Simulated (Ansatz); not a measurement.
# HfB: the cost of one run

Method: DFT PBE, scalar-relativistic, plane waves, PAW, in Ansatz 0.2.0.

## (1) The structure to begin with

The structure is orthorhombic, space group Pmmm (No. 47). The conventional cell has a = 3.267 Å, b = 4.620 Å, c = 14.000 Å, α = 90.00°, β = 90.00°, γ = 90.00°. Hf (site symmetry mmm) has 2 B at 2.31 Å as nearest neighbours. B (site symmetry mmm) has 2 Hf at 2.31 Å as nearest neighbours.

As a file:

```
CELL_PARAMETERS angstrom
3.26683 0.00000 0.00000
0.00000 4.62000 0.00000
0.00000 0.00000 14.00000
ATOMIC_POSITIONS crystal
Hf 0.50000 0.50000 0.50000
B 0.50000 0.00000 0.50000
```

The cell is invented: thin slice cut from a crystal along (110). Lengths come from tabulated atomic sizes and are only a guess.

Only a and b are periodic; c spans vacuum, so the box's volume, pressure and space group aren't properties of the sheet.

## (2) A first look at the guess

File input.yaml:

```yaml
crystal:
  lattice:
    - [3.266833, 0.0, 0.0]
    - [0.0, 4.62, 0.0]
    - [0.0, 0.0, 14.0]
  atoms:
    - { symbol: Hf, position: [0.5, 0.5, 0.5] }
    - { symbol: B, position: [0.5, 0.0, 0.5] }
  periodic: [true, true, false]
basis:
  ecutwfc: 420
kpoints:
  mp_grid: { grid: [6, 4, 1] }
hamiltonian:
  xc: pbe
scf:
  occupations: { method: gaussian, width: 0.1 }
  lower_state_search: "off"
output:
  forces: true
  stress: true
  eigenvalues: true
```

Started as:

```sh
$ ansatz run input.yaml --threads 1 --pin off --max-ram 2048MiB --backend cpu --events-out ev --progress --plain --runs-dir out
```

Q: Estimate wall time and peak memory on 1 thread of Arm Neoverse V2, shared host.

About 5.2 s, with a peak of 0.49 GiB.
